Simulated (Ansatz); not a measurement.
# FGeH6O2Si: the cost of one run

All numbers below are computed with Ansatz 0.2.0 (UKS PBE/def2-SVP).

### Step 1. The system as given

Bond lengths: Ge1–H2 1.800 Å, Ge1–F3 1.680 Å, Ge1–O4 1.769 Å, O4–H5 1.010 Å, Ge1–O6 1.769 Å, O6–H7 1.010 Å, Si8–H9 1.460 Å, Si8–H10 1.460 Å, Si8–H11 1.460 Å. Angles: H2–Ge1–F3 109.4°, H2–Ge1–O4 109.5°, H2–Ge1–O6 109.5°, F3–Ge1–O4 109.5°, F3–Ge1–O6 109.5°, O4–Ge1–O6 109.5°, Ge1–O4–H5 109.5°, Ge1–O6–H7 109.5°, H9–Si8–H10 109.4°, H9–Si8–H11 109.4°, H10–Si8–H11 109.4°.

Structure file:

```xyz
11

Ge    0.0000    0.0000    0.0000
H     0.0000    0.0000    1.8000
F     1.5842    0.0000   -0.5594
O    -0.8337    1.4443   -0.5894
H    -1.7915    1.2136   -0.8118
O    -0.8337   -1.4443   -0.5894
H    -1.2883   -1.9100    0.1830
Si    0.0000    0.0000    3.5600
H    -0.7436   -1.1581    4.0474
H     1.3747   -0.0649    4.0474
H    -0.6311    1.2230    4.0474
```

### Step 2. Pulling towards end A

Springs on the bonds that form and break draw the guess towards this end; the thresholds are loose.

The input, input.yaml:

```yaml
crystal:
  periodic: [false, false, false]
  atoms:
    - { symbol: Ge, position_ang: [0.0, 0.0, 0.0] }
    - { symbol: H, position_ang: [0.0, 0.0, 1.8] }
    - { symbol: F, position_ang: [1.5842, 0.0, -0.5594] }
    - { symbol: O, position_ang: [-0.8337, 1.4443, -0.5894] }
    - { symbol: H, position_ang: [-1.7915, 1.2136, -0.8118] }
    - { symbol: O, position_ang: [-0.8337, -1.4443, -0.5894] }
    - { symbol: H, position_ang: [-1.2883, -1.91, 0.183] }
    - { symbol: Si, position_ang: [0.0, 0.0, 3.56] }
    - { symbol: H, position_ang: [-0.7436, -1.1581, 4.0474] }
    - { symbol: H, position_ang: [1.3747, -0.0649, 4.0474] }
    - { symbol: H, position_ang: [-0.6311, 1.223, 4.0474] }
magnetization:
  spin_polarized: true
  initial_magnetization: 1
basis:
  gaussian: { orbitals: def2-SVP }
hamiltonian:
  xc: pbe
relax:
  f_tol: 0.15
  max_steps: 25
  restrain:
    - { distance: [1, 7], at: 2.66, k: 30.0 }
    - { distance: [0, 1], at: 1.55, k: 30.0 }
```

Started as:

```console
ansatz run input.yaml --threads 4 --pin off --max-ram 5120MiB --backend cpu --events-out ev --progress --plain --runs-dir out
```

**Question.** How long does this run take on 4 threads of Arm Neoverse V2, shared host, and how much memory does it need?

About 16 s, with a peak of 0.21 GiB.
